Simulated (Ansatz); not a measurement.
Below is the output of a Python script on Ansatz 0.2.0, Python API that makes a calculation of the elastic constants of LuZn, space group Pm-3m. Write a script that gives it. Settings: PBEsol, PAW, cutoff 510 eV, 12×12×12 k-points, cold smearing of 0.1 eV.

`luzn.vasp`
```text
LuZn
1.0
   3.49100000    0.00000000    0.00000000
   0.00000000    3.49100000    0.00000000
   0.00000000    0.00000000    3.49100000
Lu Zn
1 1
Direct
   0.00000000    0.00000000    0.00000000
   0.50000000    0.50000000    0.50000000
```

```console
$ python luzn.py
[[77.5 50.6 50.6  0.   0.   0. ]
 [50.6 77.5 50.6  0.   0.   0. ]
 [50.6 50.6 77.5  0.   0.   0. ]
 [ 0.   0.   0.  46.7  0.   0. ]
 [ 0.   0.   0.   0.  46.7  0. ]
 [ 0.   0.   0.   0.   0.  46.7]]
Voigt stress of the unstrained cell (GPa, tension positive): [3.501 3.501 3.501 0.    0.    0.   ]
smallest eigenvalue of C: 26.9 GPa; stable: True
K = 59.6, G = 28.5, E = 73.7 GPa, Poisson ratio 0.294, K/G = 2.09
```

One script that gives this output:

`luzn.py`:
```python
import ansatz as az
from ase.io import read
import numpy as np

SMEARING = "cold"
SIGMA = 0.1
CUTOFF_EV = 510
XC = "PBEsol"
MAX_SCF = 75
MESH = (12, 12, 12)


def main() -> None:
    atoms = read("luzn.vasp", format="vasp")
    luzn = az.Crystal.from_ase(atoms)

    base = (
        luzn.calculation()
        .occupations(SMEARING, width=SIGMA)
        .basis(CUTOFF_EV)
        .functional(XC)
        .scf(max_iterations=MAX_SCF)
        .kpoints(*MESH)
    )
    done = base.elastic("relaxed-ion").run(threads=1)
    elastic = done.elastic

    print(np.array2string(np.round(elastic.c_gpa, 1) + 0.0, suppress_small=True))
    print("Voigt stress of the unstrained cell (GPa, tension positive):", np.round(elastic.sigma0_gpa, 3) + 0.0)
    print("smallest eigenvalue of C:", round(elastic.stability.min_eigenvalue_gpa, 1), "GPa; stable:", elastic.stability.stable)
    if elastic.stability.min_eigenvalue_gpa > 0:
        m = elastic.moduli
        print(f"K = {m.k_hill_gpa:.1f}, G = {m.g_hill_gpa:.1f}, E = {m.youngs_gpa:.1f} GPa, Poisson ratio {m.poisson:.3f}, K/G = {m.k_hill_gpa / m.g_hill_gpa:.2f}")


if __name__ == "__main__":
    main()
```

The cell isn't relaxed first, so the values belong to this volume. A positive definite tensor excludes instabilities under uniform strain alone; phonons elsewhere in the zone can still be imaginary. The cell stands under -3.5 GPa at these settings. The structure is a deposited one; some such entries were measured under pressure or heat, so a shift against it needn't be the functional's error alone. Shear constants of a metal converge slowly with the k-point mesh and can be wrong in sign on a coarse one; the constants belong to the cell that was strained. Timing: 110 s on 1 thread of Intel(R) Xeon(R) Processor @ 2.30GHz, with other jobs on the host, peak memory 0.92 GiB.
